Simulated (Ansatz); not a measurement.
# Ge₂− (quartet): wave-function methods side by side, aug-cc-pVTZ

One table from this session's results is given with a row withheld; the runs are named, their logs left out.

Program: Ansatz 0.2.0, Gaussian basis. Level of theory: aug-cc-pVTZ, core rule «outside noble gas», up to 28 orbitals frozen. These are calculated values, not measurements.

To be run: UHF; CCSD(T) on ROHF; CCSD(T) on UHF; BCCD(T) on ROHF; CCSDT(Q) on ROHF; CCSDT(Q) on UHF; CASSCF and MRCISD+Q, 9 electrons in 8 orbitals; CASSCF and NEVPT2, 9 electrons in 8 orbitals.

6 further runs of the same task are left out: 1 that didn't finish, 5 set aside as unsound or not needed.

## The geometry

The geometry is a PBE0/def2-TZVPD stationary point (not a proven minimum) of the parent state, kept for this charge and spin. No spin-orbit coupling is included. The filled d shell of Ge may be among the frozen orbitals whatever the setting's name suggests; the logs give the count.

2 atoms, charge -1, spin multiplicity 4.

Atoms are counted from 1 here; the program's logs count them from 0.

Bond lengths: Ge1–Ge2 2.282 Å.

The first run:

The input, in.yaml:

```yaml
crystal:
  periodic: [false, false, false]
  atoms:
    - {symbol: Ge, position_ang: [0.000000, 0.000000, 0.000000]}
    - {symbol: Ge, position_ang: [0.000000, 0.000000, 2.281800]}
basis:
  gaussian: {orbitals: aug-cc-pVTZ}
total_charge: -1
magnetization: {spin_polarized: true, initial_magnetization: 3}
hamiltonian: {xc: hf}
output: {orbitals: {seedname: orbitals}}
```

Command:

```console
$ ansatz run in.yaml --threads 1 --pin off --events-out ev --progress --plain --max-ram 4096MiB --backend cpu
```

Among the steps run: UHF; CCSD(T) on ROHF; CCSD(T) on UHF; BCCD(T) on ROHF; CCSDT(Q) on ROHF; CCSDT(Q) on UHF; CASSCF and MRCISD+Q, 9 electrons in 8 orbitals; CASSCF and NEVPT2, 9 electrons in 8 orbitals.

One table of the session follows, with a row left open; its other results are not shown here.

| method | from RCCSDT(Q) (kJ/mol) |
| --- | --- |
| RMP2 | +111.8 |
| UMP2 | +117.9 |
| RCCSD | +60.8 |
| UCCSD | +58.8 |
| RCCSD(T) | +23.1 |
| UCCSD(T) | +22.5 |
| BCCD(T) | +23.4 |
| RCCSDT | +10.7 |
| UCCSDT | +10.1 |
| RCCSDT(Q) | 0 |
| UCCSDT(Q) | +0.2 |
| CASSCF valence | ? |
| NEVPT2 valence | +96.1 |
| MRCISD valence | +50.6 |
| MRCISD+Q valence | +8.8 |

Estimate the missing values for CASSCF valence.

**Answer.** from RCCSDT(Q) (kJ/mol): +438.5. In the column «from RCCSDT(Q) (kJ/mol)» it is the highest.

Left out of the table: ROHF, UHF (another determinant or state than the rows shown).

To keep in mind: Warnings: coupled cluster took another determinant than the lowest. Restricted and unrestricted rows rest on different reference determinants; where their highest levels disagree by more than a few hundredths of an eV, they describe different states and don't form one ladder.
